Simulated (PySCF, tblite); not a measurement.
# CH4N2OSi+ (doublet): geometry, infrared bands and EPR parameters

What infrared bands and EPR parameters should CH4N2OSi+ (doublet) (`N#C[Si@H]([NH2+])O`) show?

The runs use tblite 0.8.0 and PySCF 2.14.0, with density-fitted response routines of our own; the level of theory stands in each step. All values are computed, except where a source is named. Atoms are numbered from 0 throughout.

### 1 Starting geometry

9 atoms, charge 1, multiplicity 2; geometry from: force field or distance geometry start.

Bonds of the start (Å): N0–C1 1.18, C1–Si2 1.86, Si2–N3 1.71, Si2–O4 1.66, Si2–H5 1.48, N3–H6 1.02, N3–H7 1.01, O4–H8 0.98.

### 2 Relaxing the molecule with GFN2-xTB

Job settings and geometry (Å):

```
{"job": {"kind": "relax", "xc": "GFN2-xTB", "basis": "xTB"}, "charge": 1, "multiplicity": 2}
N      2.436000    -1.251100     1.339500
C      1.440100    -0.732700     0.976900
Si    -0.138600     0.073100     0.402100
N     -0.568100    -0.308300    -1.210000
O     -0.119600     1.726900     0.319900
H     -1.320100    -0.340600     1.198500
H     -0.685800    -1.320700    -1.274300
H     -1.478800     0.087200    -1.381100
H      0.448400     2.072200    -0.396700
```

On the command line:

```bash
$ OMP_NUM_THREADS=1 python probes_run.py task.json out
```

This one command runs all jobs of the session in turn.

**Question.** This job is followed by: GFN2-xTB harmonic vibrations, gas phase; UKS B3LYP, pcH-1 on C H N O Si, non-relativistic, mean-field spin-orbit, GIAO. What will the session give for the following? strongest single infrared mode (GFN2-xTB); zero-point energy (GFN2-xTB); g(iso) (B3LYP); ⟨S²⟩; largest a(iso) (averaged by class).

As calculated:

| quantity | value |
| --- | --- |
| strongest single infrared mode (GFN2-xTB) | 555 cm⁻¹, 236 km/mol |
| zero-point energy (GFN2-xTB) | 33.2 kcal/mol |
| g(iso) (B3LYP) | 2.00396 |
| ⟨S²⟩ | 0.757 (exact 0.75) |
| largest a(iso) (averaged by class) | 1H on H5, 216.9 MHz |

**Reading.** The optimisation took 59 steps and gained 1.048 eV; among the close pairs (by a distance rule), Si2–O4 changed most, from 1.656 to 1.573 Å. All 21 modes are real, so the xTB geometry is a minimum. The strongest single mode, at 555 cm⁻¹, is carried by H6, H7, N3, H5. GFN2-xTB is a fitted tight-binding method: band positions and strengths are rough. Its intensities can rank the bands wrongly. N3 carries the largest spin population, 0.74 e. The isotropic g lies 1.6 ppt above the free-electron value. These values are for one conformer; the search (at its own cheap level) found 1 more, at 0.19 kcal/mol, and measured spectra average over such forms.
